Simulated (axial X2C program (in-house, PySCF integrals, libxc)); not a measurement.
**HfOH: bond lengths and stretches, held linear**

One table from this session's results is given with a row withheld; the runs are named, their logs left out.

Computed with an in-house X2C program for linear molecules on PySCF integrals. Level: all-electron X2C, two-component (2c) or spin-free, Hf dyall-v3z, O dyall-av3z, H dyall-v3z.

All values are calculated.

2 further runs of the same task are left out: 2 set aside as unsound or not needed.

Set-up of the first run:

Contents of task.json:

```json
{"zs": [72, 8, 1], "q": 0, "bas": ["dyall-v3z", "dyall-av3z", "dyall-v3z"], "r0": [2.15, 0.96], "symm": 0, "scan": ["PBE0", "HF", "TPSSh"], "levels": ["PBE0", "HF", "B3LYP"], "nst": 2}
```

Keys: zs atomic numbers; q charge; bas basis sets; r0 starting distance in Å; symm equal bonds; scan levels of the two-bond scan (MP2 follows by itself at each HF point); levels methods; nst determinants followed.

Launch:

```sh
> python solin.py task.json out
```

Masses Hf 179.947, O 15.995, H 1.008 u.

Among the steps run: Scan at PBE0, 2c; Scan at HF, 2c; Scan at TPSSh, 2c.

One table of the session follows, with a row left open; its other results are not shown here.

```
           level  r(Hf–O) (Å)  r(O–H) (Å)  lower stretch (cm⁻¹)  upper stretch (cm⁻¹)
        PBE0, 2c        1.858       0.953                 731.2                3997.2
          HF, 2c            ?           ?                     ?                     ?
       TPSSh, 2c        1.860       0.957                 730.5                3920.1
         MP2, 2c        1.883       0.957                 707.7                3946.8
 PBE0, spin-free        1.857       0.953                 733.9                3994.2
   HF, spin-free        1.898       0.934                 701.5                4235.5
TPSSh, spin-free        1.860       0.958                 732.9                3917.3
  MP2, spin-free        1.870       0.957                 725.3                3938.5
```

Estimate the missing values for HF, 2c.

As computed: r(Hf–O) (Å): 1.898; r(O–H) (Å): 0.934; lower stretch (cm⁻¹): 699.5; upper stretch (cm⁻¹): 4241.3.

Scans not shown above were run alike.

In words: Over the levels the Hf–O bond spans 1.857 to 1.898 Å and the O–H bond 0.934 to 0.958 Å. At PBE0 spin–orbit coupling leaves both bonds unchanged to 0.001 Å. Each state is one determinant, the lowest of a limited PBE0 search; the stretches come from a fit to few points and are good to some per cent at best. MP2 freezes inner shells (threshold -2 hartree). The molecule was held linear; bending was not examined, so a bent shape may lie lower. Note: functional without a current term on a determinant with orbital currents, of the molecule or an atom.
